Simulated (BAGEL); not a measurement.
**HF/cc-pVDZ (density fitting with qzvpp-jkfit) run of TiCl4 (titanium tetrachloride)**

Aim: the energy change on altering one bond length of TiCl4 (titanium tetrachloride) at HF/cc-pVDZ (density fitting with qzvpp-jkfit), from 2 runs. 

Program for the calculation: BAGEL 1.2.2.

8 further runs of the same task are left out: 7 that didn't finish, 1 set aside as unsound or not needed.

## (1) Starting point

The species is TiCl4 (5 atoms), meant as a singlet with charge 0. As SMILES, `[Cl][Ti]([Cl])([Cl])[Cl]`. The coordinates come from a PBE0-D4/def2-TZVP relaxation.

Bond lengths: Cl1–Ti2 2.162 Å, Ti2–Cl3 2.162 Å, Ti2–Cl4 2.162 Å, Ti2–Cl5 2.162 Å. Angles: Cl1–Ti2–Cl3 109.5°, Cl1–Ti2–Cl4 109.5°, Cl1–Ti2–Cl5 109.5°, Cl3–Ti2–Cl4 109.5°, Cl3–Ti2–Cl5 109.5°, Cl4–Ti2–Cl5 109.5°.

## (2) The energy at HF/cc-pVDZ (density fitting with qzvpp-jkfit)

input.json reads:

```json
{ "bagel": [

{
  "title": "molecule",
  "basis": "cc-pvdz.json",
  "df_basis": "qzvpp-jkfit",
  "angstrom": true,
  "geometry": [
    { "atom": "Cl", "xyz": [   -1.024380,   -0.069130,    1.902540 ] },
    { "atom": "Ti", "xyz": [    0.000000,    0.000000,    0.000000 ] },
    { "atom": "Cl", "xyz": [    1.750310,   -1.266570,    0.077530 ] },
    { "atom": "Cl", "xyz": [   -1.326110,   -0.697940,   -1.558240 ] },
    { "atom": "Cl", "xyz": [    0.600180,    2.033630,   -0.421830 ] }
  ]
},
{ "title": "hf" },
{ "title": "print", "file": "orbitals.molden", "orbitals": true }

]}
```

The basis set cc-pVDZ is read from a file made from the Basis Set Exchange's data (not shown).

Launch:

```sh
$ BAGEL_NUM_THREADS=1 BAGEL input.json > input.out
```

Output:

```text
* using 1 threads per process

  ===============================================================
  ===============================================================

  *** Geometry ***

  { "atom" : "Cl", "xyz" : [     -1.935798,     -0.130637,      3.595280 ] },
  { "atom" : "Ti", "xyz" : [      0.000000,      0.000000,      0.000000 ] },
  { "atom" : "Cl", "xyz" : [      3.307607,     -2.393470,      0.146510 ] },
  { "atom" : "Cl", "xyz" : [     -2.505985,     -1.318915,     -2.944647 ] },
  { "atom" : "Cl", "xyz" : [      1.134176,      3.843004,     -0.797143 ] },

  Number of auxiliary basis functions:      776

  Since a DF basis is specified, we compute 2- and 3-index integrals:
    o Being stored without compression. Storage requirement is 0.082 GB

  Number of basis functions:      115
  Number of electrons      :       90

    * METHOD: MOLECULE                             0.93

  *** RHF ***

  === Nuclear Repulsion ===
   626.0973268588

      * DIIS with orbital gradients will be used.

  === RHF iteration (cc-pvdz.json) ===
      0      -2686.33767894          0.01398691           0.43
      1      -2685.06930639          0.04990676           0.43
      2      -2686.64388565          0.00606313           0.44
      3      -2686.68110577          0.00055384           0.44
      4      -2686.68190208          0.00020927           0.44
      5      -2686.68207018          0.00008659           0.42
      6      -2686.68209942          0.00002664           0.42
      7      -2686.68210355          0.00000275           0.42
      8      -2686.68210358          0.00000074           0.43
      9      -2686.68210358          0.00000021           0.43
     10      -2686.68210358          0.00000006           0.43
     11      -2686.68210358          0.00000003           0.43
     12      -2686.68210358          0.00000001           0.43
     13      -2686.68210358          0.00000000           0.42
    * SCF iteration converged.

    * Permanent dipole moment:
           (    0.000001,     0.000002,    -0.000005) a.u.

    * METHOD: HF                                   6.66

    * METHOD: PRINT                                0.03

  ===============================================================
```

Run time: 8.1 s. Hardware: 1 thread of Arm Neoverse V1, shared host; peak memory 0.3 GiB.

## (3) The distorted shape, same level

calc.json reads:

```json
{ "bagel" : [

{
  "title" : "molecule",
  "basis" : "cc-pvdz.json",
  "df_basis" : "qzvpp-jkfit",
  "angstrom" : true,
  "geometry" : [
    { "atom" : "Cl", "xyz" : [   -0.626526,    0.140263,    2.370036 ] },
    { "atom" : "Ti", "xyz" : [    0.397854,    0.209393,    0.467496 ] },
    { "atom" : "Cl", "xyz" : [    2.148164,   -1.057177,    0.545026 ] },
    { "atom" : "Cl", "xyz" : [   -1.326110,   -0.697940,   -1.558240 ] },
    { "atom" : "Cl", "xyz" : [    0.998034,    2.243023,    0.045666 ] }
  ]
},
{ "title" : "hf" },
{ "title" : "print", "file" : "orbitals.molden", "orbitals" : true }

]}
```

The basis set cc-pVDZ is read from a file made from the Basis Set Exchange's data (not shown).

Launch:

```sh
$ BAGEL_NUM_THREADS=1 BAGEL calc.json > calc.out
```

Output:

```text
* using 1 threads per process

  ===============================================================
  ===============================================================

  *** Geometry ***

  { "atom" : "Cl", "xyz" : [     -1.183963,      0.265059,      4.478719 ] },
  { "atom" : "Ti", "xyz" : [      0.751835,      0.395695,      0.883439 ] },
  { "atom" : "Cl", "xyz" : [      4.059442,     -1.997775,      1.029950 ] },
  { "atom" : "Cl", "xyz" : [     -2.505985,     -1.318915,     -2.944647 ] },
  { "atom" : "Cl", "xyz" : [      1.886011,      4.238699,      0.086296 ] },

  Number of auxiliary basis functions:      776

  Since a DF basis is specified, we compute 2- and 3-index integrals:
    o Being stored without compression. Storage requirement is 0.082 GB

  Number of basis functions:      115
  Number of electrons      :       90

    * METHOD: MOLECULE                             0.91

  *** RHF ***

  === Nuclear Repulsion ===
   587.5411879953

      * DIIS with orbital gradients will be used.

  === RHF iteration (cc-pvdz.json) ===
      0      -2686.19726743          0.01483936           0.44
      1      -2675.89371078          0.11007207           0.43
      2      -2686.47643734          0.01224590           0.43
      3      -2686.61337037          0.00262422           0.42
      4      -2686.62312262          0.00072814           0.41
      5      -2686.62417232          0.00019364           0.40
      6      -2686.62433510          0.00008109           0.40
      7      -2686.62436344          0.00002114           0.42
      8      -2686.62436621          0.00000533           0.41
      9      -2686.62436628          0.00000158           0.41
     10      -2686.62436629          0.00000071           0.41
     11      -2686.62436629          0.00000032           0.41
     12      -2686.62436630          0.00000017           0.42
     13      -2686.62436630          0.00000007           0.41
     14      -2686.62436630          0.00000004           0.40
     15      -2686.62436630          0.00000002           0.39
     16      -2686.62436630          0.00000001           0.40
    * SCF iteration converged.

    * Permanent dipole moment:
           (   -1.021838,    -0.537797,    -1.200713) a.u.

    * METHOD: HF                                   7.64

    * METHOD: PRINT                                0.03

  ===============================================================
```

Wall time 8.7 s (1 thread of Arm Neoverse V1, shared host); peak memory 0.31 GiB.

## (4) Summary of results

Level: HF/cc-pVDZ (density fitting with qzvpp-jkfit).

| quantity | value |
| --- | --- |
| first shape: total energy | -2686.68210 Eh |
| first shape: dipole moment | 0.00 D |
| first shape: HOMO energy | -12.94 eV |
| first shape: LUMO energy | -0.13 eV |
| first shape: HOMO–LUMO gap | 12.81 eV |
| distorted shape: total energy | -2686.62437 Eh |
| distorted shape: dipole moment | 4.23 D |
| distorted shape: HOMO energy | -11.48 eV |
| distorted shape: LUMO energy | -1.47 eV |
| distorted shape: HOMO–LUMO gap | 10.02 eV |
| energy change with the Ti2–Cl4 bond stretched from 2.162 to 2.811 Å | 1.571 eV |

With the Ti2–Cl4 bond stretched from 2.162 to 2.811 Å the energy rises by 1.57 eV (152 kJ/mol). The first shape isn't relaxed at this level, so the change isn't measured from a minimum.
